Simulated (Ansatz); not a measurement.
# CH5Cl3Sn: the cost of one run

Program: Ansatz 0.2.0. Level of theory: RKS r2SCAN-D4/def2-SVP. These are calculated values, not measurements.

## 1. The system as given

Bond lengths: Sn1–Cl3 2.358 Å, Sn1–Cl4 2.359 Å, Sn1–C5 2.281 Å, Sn1–Cl7 2.817 Å, C5–H8 1.082 Å, C5–H9 1.081 Å, C5–H10 1.081 Å. Angles: Cl3–Sn1–Cl4 99.9°, Cl3–Sn1–C5 123.9°, Cl3–Sn1–Cl7 115.3°, Cl4–Sn1–C5 105.5°, Cl4–Sn1–Cl7 95.1°, C5–Sn1–Cl7 111.3°, Sn1–C5–H8 105.5°, Sn1–C5–H9 107.3°, Sn1–C5–H10 106.5°, H8–C5–H9 112.3°, H8–C5–H10 112.2°, H9–C5–H10 112.4°.

As a file:

```xyz
10

Sn   -0.4245    0.4593   -0.4980
H     0.0775   -1.6512   -1.0847
Cl   -2.5485    0.0790   -1.4483
Cl   -0.3351    2.8122   -0.6360
C     0.1111   -0.0446    1.6608
H     0.8274   -1.3461   -1.6312
Cl    1.7614    0.0242   -2.2207
H    -0.8238   -0.3103    2.1372
H     0.8072   -0.8713    1.6354
H     0.5473    0.8488    2.0855
```

## 2. A restrained relaxation towards end A

Springs on the bonds that form and break draw the guess towards this end; the thresholds are loose.

Input file input.yaml:

```yaml
crystal:
  periodic: [false, false, false]
  atoms:
    - { symbol: Sn, position_ang: [-0.4245, 0.4593, -0.498] }
    - { symbol: H, position_ang: [0.0775, -1.6512, -1.0847] }
    - { symbol: Cl, position_ang: [-2.5485, 0.079, -1.4483] }
    - { symbol: Cl, position_ang: [-0.3351, 2.8122, -0.636] }
    - { symbol: C, position_ang: [0.1111, -0.0446, 1.6608] }
    - { symbol: H, position_ang: [0.8274, -1.3461, -1.6312] }
    - { symbol: Cl, position_ang: [1.7614, 0.0242, -2.2207] }
    - { symbol: H, position_ang: [-0.8238, -0.3103, 2.1372] }
    - { symbol: H, position_ang: [0.8072, -0.8713, 1.6354] }
    - { symbol: H, position_ang: [0.5473, 0.8488, 2.0855] }
basis:
  gaussian: { orbitals: def2-SVP }
hamiltonian:
  xc: r2scan
  dispersion: d4
relax:
  f_tol: 0.15
  max_steps: 25
  restrain:
    - { distance: [0, 6], at: 3.71, k: 30.0 }
    - { distance: [5, 1], at: 1.92, k: 30.0 }
    - { distance: [0, 1], at: 1.7, k: 30.0 }
    - { distance: [5, 6], at: 1.33, k: 30.0 }
```

Started as:

```bash
$ ansatz run input.yaml --threads 4 --pin off --max-ram 5120MiB --backend cpu --events-out ev --progress --plain --runs-dir out
```

Q: Estimate wall time and peak memory on 4 threads of Arm Neoverse N1, shared host.

About 2 min, with a peak of 0.21 GiB.
